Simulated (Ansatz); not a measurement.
# Si8BrO15: the cost of one run

Computed with Ansatz 0.2.0 (DFT, PBE, plane-wave PAW, default files, scalar-relativistic, as far as a step names no other, unless a step's input says otherwise).

## Step 1: The system as given

It takes space group P1 (No. 1, triclinic). The conventional cell has a = 7.046 Å, b = 7.046 Å, c = 8.562 Å, α = 114.30°, β = 114.30°, γ = 90.00°. Si (site symmetry 1) is surrounded by 1 Br at 1.60 Å and 3 O at 1.60 to 1.61 Å. Si (site symmetry 1) is surrounded by 4 O at 1.60 to 1.61 Å. Si (site symmetry 1) has 3 O at 1.60 to 1.61 Å and 1 Br at 1.61 Å as nearest neighbours. Only part of the 24 independent sites is listed.

Structure file:

```
Si Br O
1.0
     0.00000    4.98200    6.96300
     4.98200    0.00000    6.96300
     4.98200    4.98200    0.00000
Si Br O
8 1 15
Direct
  0.00000 0.00000 0.29897
  0.50000 0.50000 0.79897
  0.42397 0.82603 0.37500
  0.92397 0.32603 0.87500
  0.25000 0.25000 0.45103
  0.75000 0.75000 0.95103
  0.07603 0.67397 0.12500
  0.57603 0.17397 0.62500
  0.02085 0.15727 0.08261
  0.52085 0.65728 0.58261
  0.38575 0.04238 0.35414
  0.88575 0.54239 0.85415
  0.40727 0.27086 0.48925
  0.90728 0.77085 0.98925
  0.29239 0.63575 0.96772
  0.79239 0.13575 0.46773
  0.11425 0.45761 0.28227
  0.61425 0.95761 0.78228
  0.09273 0.22914 0.66739
  0.59272 0.72915 0.16739
  0.20761 0.86425 0.39586
  0.70761 0.36425 0.89585
  0.47914 0.34273 0.76075
  0.97915 0.84272 0.26075
```

Atom 9 of the input is the impurity.

## Step 2: Gradients at the starting positions

Input file input.yaml:

```yaml
crystal:
  lattice:
    - [0.0, 4.982, 6.963]
    - [4.982, 0.0, 6.963]
    - [4.982, 4.982, 0.0]
  atoms:
    - { symbol: Si, position: [0.0, 0.0, 0.29897] }
    - { symbol: Si, position: [0.5, 0.5, 0.79897] }
    - { symbol: Si, position: [0.42397, 0.82603, 0.375] }
    - { symbol: Si, position: [0.92397, 0.32603, 0.875] }
    - { symbol: Si, position: [0.25, 0.25, 0.45103] }
    - { symbol: Si, position: [0.75, 0.75, 0.95103] }
    - { symbol: Si, position: [0.07603, 0.67397, 0.125] }
    - { symbol: Si, position: [0.57603, 0.17397, 0.625] }
    - { symbol: Br, position: [0.020855, 0.157275, 0.082615] }
    - { symbol: O, position: [0.520855, 0.657275, 0.582615] }
    - { symbol: O, position: [0.385745, 0.042385, 0.354145] }
    - { symbol: O, position: [0.885745, 0.542385, 0.854145] }
    - { symbol: O, position: [0.407275, 0.270855, 0.489255] }
    - { symbol: O, position: [0.907275, 0.770855, 0.989255] }
    - { symbol: O, position: [0.292385, 0.635745, 0.967725] }
    - { symbol: O, position: [0.792385, 0.135745, 0.467725] }
    - { symbol: O, position: [0.114255, 0.457615, 0.282275] }
    - { symbol: O, position: [0.614255, 0.957615, 0.782275] }
    - { symbol: O, position: [0.092725, 0.229145, 0.667385] }
    - { symbol: O, position: [0.592725, 0.729145, 0.167385] }
    - { symbol: O, position: [0.207615, 0.864255, 0.395855] }
    - { symbol: O, position: [0.707615, 0.364255, 0.895855] }
    - { symbol: O, position: [0.479145, 0.342725, 0.760745] }
    - { symbol: O, position: [0.979145, 0.842725, 0.260745] }
total_charge: 1
kpoints:
  mp_grid: { grid: [3, 3, 3] }
scf:
  occupations: { method: fermi_dirac, width: 0.01 }
hamiltonian:
  xc: pbe
  pseudopotentials: { kind: paw }
output:
  forces: true
  stress: true
  populations: true
  efg:
    quadrupole_moments_barn: { Br: 0.2579, O: -0.02558 }
    contact_densities: true
```

On the command line:

```
> ansatz run input.yaml --threads 1 --pin off --max-ram 3072MiB --backend cpu --events-out ev --progress --plain --runs-dir out
```

Q: Estimate wall time and peak memory on 1 thread of Intel Xeon Platinum 8488C (Sapphire Rapids), shared host.

About 68 s, with a peak of 0.78 GiB.
